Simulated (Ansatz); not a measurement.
Predict the output of the script below (the Python package of Ansatz (0.2.0)).

Script `moos_deck.py`:
```python
import ansatz as az
import numpy as np
import pandas as pd

settings = {
    "crystal": {
        "lattice": [[2.781756, 0.0, 0.0], [-1.390878, 2.409071, 0.0], [0.0, 0.0, 4.507055]],
        "atoms": [
            {"symbol": "Mo", "position": [0.666667, 0.333333, 0.5]},
            {"symbol": "Os", "position": [0.333333, 0.666667, 0.0]},
        ],
    },
    "kpoints": {"mp_grid": {"grid": [12, 12, 7]}},
    "hamiltonian": {"xc": "pbesol"},
    "scf": {"occupations": {"method": "fermi_dirac", "width": 0.1}},
    "basis": {"ecutwfc": 420},
    "output": {"forces": True, "stress": True},
}

planned = az.Session.from_dict(settings).plan(threads=1, pin="off")
outcome = planned.execute()
summary = outcome.report

for key in ("converged", "n_iterations", "n_electrons", "n_kpoints", "n_pw", "n_symmetry_ops", "free_energy_ev", "fermi_energy_ev"):
    print(f"{key:18s} {summary[key]}")

stress = np.array(summary["stress_gpa"])
print(f"pressure {np.trace(stress) / 3:.3f} GPa")
print("stress tensor, GPa, positive in compression")
print(np.round(stress, 3) + 0.0)

table = pd.DataFrame(summary["forces_ev_ang"], columns=["fx", "fy", "fz"])
table.insert(0, "atom", [site["symbol"] for site in summary["lattice"]["sites"]])
print(table.round(4).to_string())

used = summary["setup"]
print("cutoffs (eV):", used["ecut_ev"], used["ecutrho_ev"], " FFT grid:", used["fft_dense"])
print("cell volume {:.3f} A^3, {} symmetry operations".format(used["cell_volume_ang3"], used["n_sym_ops"]))
```

```console
$ python moos_deck.py
DeckWarning: the atoms were moved onto the symmetric positions of the space group found under crystal.symmetry.tolerance 1.0e-5 (fractional; no operation is sought that the atoms, as they stand in a [...]
converged          True
n_iterations       6
n_electrons        30.0
n_kpoints          76
n_pw               591
n_symmetry_ops     12
free_energy_ev     -16148.363969955555
fermi_energy_ev    22.256251772881914
pressure -11.248 GPa
stress tensor, GPa, positive in compression
[[-10.515   0.      0.   ]
 [  0.    -10.515   0.   ]
 [  0.      0.    -12.714]]
  atom   fx   fy   fz
0   Mo -0.0  0.0  0.0
1   Os  0.0 -0.0  0.0
cutoffs (eV): 420.0 1680.0  FFT grid: [20, 20, 32]
cell volume 30.204 A^3, 12 symmetry operations
```
(Warnings from the package without file and line, shortened, repeats left out.)

Caveats:
- Absolute energies stand on the zero of these potentials, so only differences at equal settings mean something. A total without «per atom» is that of the cell as typed.
- An absolute Fermi energy rests on an arbitrary zero of the periodic potential and has no direct meaning.
- Spin-orbit coupling, which matters for elements this heavy, is left out.
- At these settings the cell as given stands under about -11 GPa, so it isn't at this functional's equilibrium volume.
- This cell is a computed structure, which may not be the phase found in nature.
- Finished in 4.5 s on 1 thread of Arm Neoverse V1, on a shared host, peak memory 0.45 GiB.
